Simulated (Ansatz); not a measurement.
# Si₂H₄S₂ (SMILES [SiH2]1S[SiH2]S1): a rigid scan of the bond length Si3–H7

The task here is to estimate one member of a computed series from the others.

The runs use Ansatz 0.2.0, Gaussian basis; single points in def2-TZVPP.

Levels: PBE-D4, r2SCAN-D4, PBE0-D4, B3LYP-D4, wB97M-V, Hartree-Fock, MP2, CCSD, CCSD(T). The scan takes 1.335, 1.364, 1.408, 1.459, 1.515, 1.576, 1.641, 1.709, 1.780 Å.

Correlated methods freeze the cores. B3LYP uses VWN-RPA correlation.

28 further runs of the same task are left out: 28 set aside as unsound or not needed.

**The system as given**

The minimum, relaxed at PBE0-D4: 8 atoms, charge 0, spin multiplicity 1.

Atoms are counted from 1 here; the program's logs count them from 0.

Bond lengths: Si1–S2 2.140 Å, Si1–S4 2.140 Å, Si1–H5 1.483 Å, Si1–H6 1.483 Å, S2–Si3 2.140 Å, Si3–S4 2.140 Å, Si3–H7 1.483 Å, Si3–H8 1.483 Å. Angles: S2–Si1–S4 99.4°, S2–Si1–H5 112.1°, S2–Si1–H6 112.1°, S4–Si1–H5 112.1°, S4–Si1–H6 112.1°, H5–Si1–H6 109.0°, Si1–S2–Si3 80.6°, S2–Si3–S4 99.4°, S2–Si3–H7 112.1°, S2–Si3–H8 112.1°, S4–Si3–H7 112.1°, S4–Si3–H8 112.1°, H7–Si3–H8 109.0°, Si1–S4–Si3 80.6°.

As a file:

```
atom     x (Å)     y (Å)     z (Å)
 Si1   0.03031   1.32411  -0.38815
  S2   1.03250  -0.37095  -1.22716
 Si3  -0.00753  -1.33843   0.37405
  S4  -1.01417   0.35570   1.20959
  H5   0.98374   2.34588   0.10795
  H6  -0.89688   1.95853  -1.35611
  H7  -0.95831  -2.36431  -0.11863
  H8   0.92244  -1.96763   1.34276
```

Energies of the minimum (eV), from earlier single points: PBE-D4 -37478.02740, r2SCAN-D4 -37492.56087, PBE0-D4 -37481.44412, B3LYP-D4 -37497.74986, wB97M-V -37492.96453, CCSD(T) -37445.19806.

At the minimum the bond length Si3–H7 is 1.483 Å.

The first run:

Input file ccsdt-tzvpp/in.yaml:

```yaml
crystal:
  periodic: [false, false, false]
  atoms:
    - {symbol: Si, position_ang: [0.030312, 1.324111, -0.388150]}
    - {symbol: S, position_ang: [1.032504, -0.370946, -1.227157]}
    - {symbol: Si, position_ang: [-0.007527, -1.338434, 0.374047]}
    - {symbol: S, position_ang: [-1.014172, 0.355696, 1.209591]}
    - {symbol: H, position_ang: [0.983735, 2.345879, 0.107949]}
    - {symbol: H, position_ang: [-0.896883, 1.958529, -1.356113]}
    - {symbol: H, position_ang: [-0.863454, -2.261960, -0.069476]}
    - {symbol: H, position_ang: [0.922441, -1.967629, 1.342763]}
basis:
  gaussian: {orbitals: def2-TZVPP}
correlation: {method: ccsd_t}
```

No record of the launch command was kept for these runs.

Among the steps run: Si3–H7 = 1.335 Å; Si3–H7 = 1.364 Å; Si3–H7 = 1.408 Å; Si3–H7 = 1.459 Å; Si3–H7 = 1.515 Å; Si3–H7 = 1.576 Å; Si3–H7 = 1.641 Å; Si3–H7 = 1.709 Å; Si3–H7 = 1.780 Å.

One of the session's tables, all rows but one given; the rest of the session is left out.

Energies less that of the minimum at the same level (kcal/mol):

```
bond length (Å)  PBE-D4  PBE0-D4  B3LYP-D4  wB97M-V  Hartree-Fock
          1.335     6.2      5.6       5.2      5.0           4.9
          1.364     3.9      3.5       3.1      2.9           2.8
          1.408     1.6      1.3       1.1      1.0           0.9
          1.459       ?        ?         ?        ?             ?
1.483 (minimum)     0.0      0.0       0.0      0.0           0.0
          1.515     0.1      0.2       0.3      0.3           0.4
          1.576     1.1      1.6       1.7      1.9           2.2
          1.641     3.4      4.1       4.3      4.7           5.3
          1.709     6.5      7.7       7.9      8.6           9.5
          1.780    10.5     12.0      12.2     13.2          14.6
```

**Question.** Estimate the row for bond length (Å) = 1.459.

As computed: PBE-D4: 0.2; PBE0-D4: 0.1; B3LYP-D4: 0.1; wB97M-V: 0.0; Hartree-Fock: 0.0.

Limits of these values: A polynomial through the near points puts the CCSD(T) minimum 0.007 Å below the PBE0-D4 value.
